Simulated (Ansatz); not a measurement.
# BFH3NO: the cost of one run

Program: Ansatz 0.2.0. Level of theory: RKS PBE-D4/def2-SVP. These are calculated values, not measurements.

**1. Starting point**

Bond lengths: N1–B2 1.467 Å, B2–O3 1.429 Å, B2–F4 1.400 Å, N1–H5 1.089 Å, N1–H6 1.086 Å, O3–H7 1.026 Å. Angles: N1–B2–O3 118.6°, N1–B2–F4 123.3°, O3–B2–F4 118.1°, B2–N1–H5 108.2°, B2–N1–H6 109.1°, H5–N1–H6 101.8°, B2–O3–H7 107.2°.

As a file:

```xyz
7

N    -0.4187    0.9556    0.1919
B    -0.0101   -0.4426    0.0203
O     1.1424   -0.9089    0.7240
F    -0.6677   -1.3356   -0.8345
H    -0.4873    1.4139   -0.7935
H    -1.4528    0.9853    0.5236
H     1.9554   -0.7357    0.1225
```

**2. End point A**

Input file input.yaml:

```yaml
crystal:
  periodic: [false, false, false]
  atoms:
    - { symbol: "N", position_ang: [-0.4187, 0.9556, 0.1919] }
    - { symbol: B, position_ang: [-0.0101, -0.4426, 0.0203] }
    - { symbol: O, position_ang: [1.1424, -0.9089, 0.724] }
    - { symbol: F, position_ang: [-0.6677, -1.3356, -0.8345] }
    - { symbol: H, position_ang: [-0.4873, 1.4139, -0.7935] }
    - { symbol: H, position_ang: [-1.4528, 0.9853, 0.5236] }
    - { symbol: H, position_ang: [1.9554, -0.7357, 0.1225] }
basis:
  gaussian: { orbitals: def2-SVP }
hamiltonian:
  xc: pbe
  dispersion: d4
relax:
  f_tol: 0.015
  max_steps: 40
output:
  orbitals: {}
```

Launch:

```sh
ansatz run input.yaml --threads 1 --pin off --max-ram 2048MiB --backend cpu --events-out ev --progress --plain --runs-dir out
```

What time and memory should one allow on 1 thread of an x86-64 CPU, shared host?

About 13 s, with a peak of 0.16 GiB.
